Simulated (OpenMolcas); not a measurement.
# Mn⁴⁺ among point charges: CASSCF and CASPT2 levels and susceptibility

Aim: the splitting of the states of Mn⁴⁺ in the field of 6 point charges, its lowest levels with spin-orbit coupling and its magnetic susceptibility.

The numbers are computed with OpenMolcas 26.06 (state-averaged CASSCF and CASPT2, spin-orbit coupling by RASSI with atomic mean-field integrals), except any that are marked as measured or tabulated.

### 1 The system

- Species: Mn⁴⁺ (manganese, Z = 25, 21 electrons)
- Basis: ANO-RCC-VDZP [5s4p2d1f], 34 functions
- Scalar Hamiltonian: DKH2, point nucleus
- Inactive shells: 1s 2s 2p 3s 3p
- Active space: 3 electrons in 5 orbitals (3d)
- Some configurations of this space: 3d3
- Orbitals: optimised for each spin and parity, averaged over all roots

Outer shells as boxes (Hund's rule):

3d3
```
3d [↑ ][↑ ][↑ ][  ][  ]
```

The ion sits among 6 point charges of -1 e arranged as an octahedron (Oh), 1.58 Å from the ion.

Each step is its own input file, run in one work folder so that later steps find the files of earlier ones. Labels, J, g values, rates, χT and fits are worked out afterwards by a script from the matrices that RASSI stores. The input lists half of the charges; inversion (Group=XYZ) makes the rest.

### 2 GATEWAY and SEWARD: basis and integrals

File a.inp:

```
&GATEWAY
Coord
1

Mn 0.0 0.0 0.0
Basis=ANO-RCC-VDZP
Group=XYZ
NoMove
AngMom=0.0 0.0 0.0
AMFI
XField
3 Angstrom 0
1.580000 0.000000 0.000000 -1.000000
0.000000 1.580000 0.000000 -1.000000
0.000000 0.000000 1.580000 -1.000000
&SEWARD
```

Started as:

```console
OMP_NUM_THREADS=1 MOLCAS_MEM=1689 MOLCAS_PROJECT=a pymolcas a.inp > a.log
```

### 3 CASSCF: quartets of even parity, 10 roots

File a.inp:

```
&RASSCF
FileOrb=start.orb
Symmetry=1
Spin=4
nActEl=3 0 0
Inactive=3 6
Ras2=5 0
CIRoot=10 10 1
SDav=10
CIMx=300
Iter=120 100
PrWF=0.3
OrbListing=Nothing
MaxOrb=0
>>> COPY $Project.JobIph JOB001
```

start.orb holds the contracted functions of the basis, ordered by shell, or the orbitals of the step before.

### 4 Reference wave functions, doublets of even parity, 40 roots

File a.inp:

```
&RASSCF
FileOrb=start.orb
Symmetry=1
Spin=2
nActEl=3 0 0
Inactive=3 6
Ras2=5 0
CIRoot=40 40 1
SDav=40
CIMx=300
Iter=120 100
PrWF=0.3
OrbListing=Nothing
MaxOrb=0
>>> COPY $Project.JobIph JOB002
```

### 5 State interaction with spin-orbit coupling

File a.inp:

```
&RASSI
NrOfJobIphs=2 10 40
1 2 3 4 5 6 7 8 9 10
1 2 3 4 5 6 7 8 9 10 11 12 13 14 15 16 17 18 19 20 21 22 23 24 25 26 27
28 29 30 31 32 33 34 35 36 37 38 39 40
IphNames
JOB001
JOB002
EJob
SpinOrbit
DIPRint=1.0
SOCoupling=1000.0
Subsets=2
Property=9
'ANGMOM' 1 'ANGMOM' 2 'ANGMOM' 3 'MLTPL  1' 1 'MLTPL  1' 2 'MLTPL  1' 3
'AMFI' 1 'AMFI' 2 'AMFI' 3
SOProperty=3
'ANGMOM' 1 'ANGMOM' 2 'ANGMOM' 3
```

### 6 CASPT2: IPEA 0.25, imaginary shift 0.1 (closed shells correlated: 3s 3p)

File a.inp:

```
>>> COPY JOB001 $Project.JobIph
&CASPT2
Multistate=10 1 2 3 4 5 6 7 8 9 10
NoMult
Frozen=2 3
IPEA=0.25
Imaginary=0.1
MaxIter=60
WThr=0.0 0.3 0.05
PrWF=0.5
NoMix
>>> COPY JOB002 $Project.JobIph
&CASPT2
Multistate=40 1 2 3 4 5 6 7 8 9 10 11 12 13 14 15 16 17 18 19 20 21 22
23 24 25 26 27 28 29 30 31 32 33 34 35 36 37 38 39 40
NoMult
Frozen=2 3
IPEA=0.25
Imaginary=0.1
MaxIter=60
WThr=0.0 0.3 0.05
PrWF=0.5
NoMix
```

(Steps that only read results are left out.)

Q: Predict the outcome of this session. Wanted: spin-free ground state; first state of the same spin within the active space; lowest level; next level.

The runs gave:

| quantity | value |
| --- | --- |
| method | SS-CASPT2, IPEA 0.25, imaginary shift 0.1 (closed shells correlated: 3s 3p) |
| spin-free ground state | 4A2, 1-fold in its orbital part |
| first state of the same spin within the active space | 4T2 at 3870 cm⁻¹ |
| lowest level | 4-fold Γ8 |
| next level | 3759.4 cm⁻¹ |
| χT at 300 K | 1.51 cm³ K/mol |
| effective moment at 300 K | 3.48 μB |

Cost by method:

| method | time of its own steps | time with the reference |
| --- | --- | --- |
| A. CASSCF | 24 s | 24 s |
| B. SS-CASPT2, IPEA 0.25, imaginary shift 0.1, +3s 3p | 7.8 s | 31 s |

Times are of one thread on a shared host.

**Reading.** The spin-free ground state (4A2) comes to 100 % from free-ion F terms and keeps the highest spin of the shell. χT at 300 K is 1.51, against 1.88 cm³ K/mol for the spin alone, so spin-orbit coupling lowers it. CASPT2 does not keep the components of a term degenerate, and the means are used. The field of point charges can differ much from that of real complexes. This is an electrostatic model: the charges have no orbitals.
